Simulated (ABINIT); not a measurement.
HfB:

```
Hf B
1.0
     0.00000    2.31000    2.31000
     2.31000    0.00000    2.31000
     2.31000    2.31000    0.00000
Hf B
1 1
Direct
  0.50000 0.50000 0.50000
  0.00000 0.00000 0.00000
```

* Program: ABINIT 10.8.3 (patched build)
* Task: single point
* Functional: PBEsol
* Potentials or basis: PseudoDojo NC SR PBEsol v0.4.1 standard
* Cutoff: 1034 eV
* k mesh: 10 × 10 × 10
* Occupations: fermi-dirac, width 0.05 eV
* Spin: no spin polarisation

On this cell: pressure 24.6 GPa; largest force zero by symmetry; band gap on the k mesh none (metal or under the smearing width).

The same run follows on a disturbed copy (atoms moved at random, drawn with an rms of 0.05 Å):

```xyz
2
Lattice="0.0000 2.3100 2.3100 2.3100 0.0000 2.3100 2.3100 2.3100 0.0000" Properties=species:S:1:pos:R:3 pbc="T T T"
Hf    2.3559    2.3221    2.3290
B    -0.0290   -0.0389   -0.0347
```

Task: What changes?

Result: The energy (extrapolated to zero smearing) moves by +29.6 meV/atom; pressure 25.4 GPa; largest force 1.158 eV/Å; band gap on the k mesh none (metal or under the smearing width).

Forces on the atoms (eV/Å):
```
Hf  -0.827 -0.558 -0.588
B    0.827  0.558  0.588
```

Stress tensor (GPa, compression positive):
```
25.96 -0.52 -0.55
-0.52 25.07 -0.36
-0.55 -0.36 25.15
```

Caveats: so large a pressure means that the cell lies far from this level's equilibrium, or that cutoff or potentials fall short (some runs).
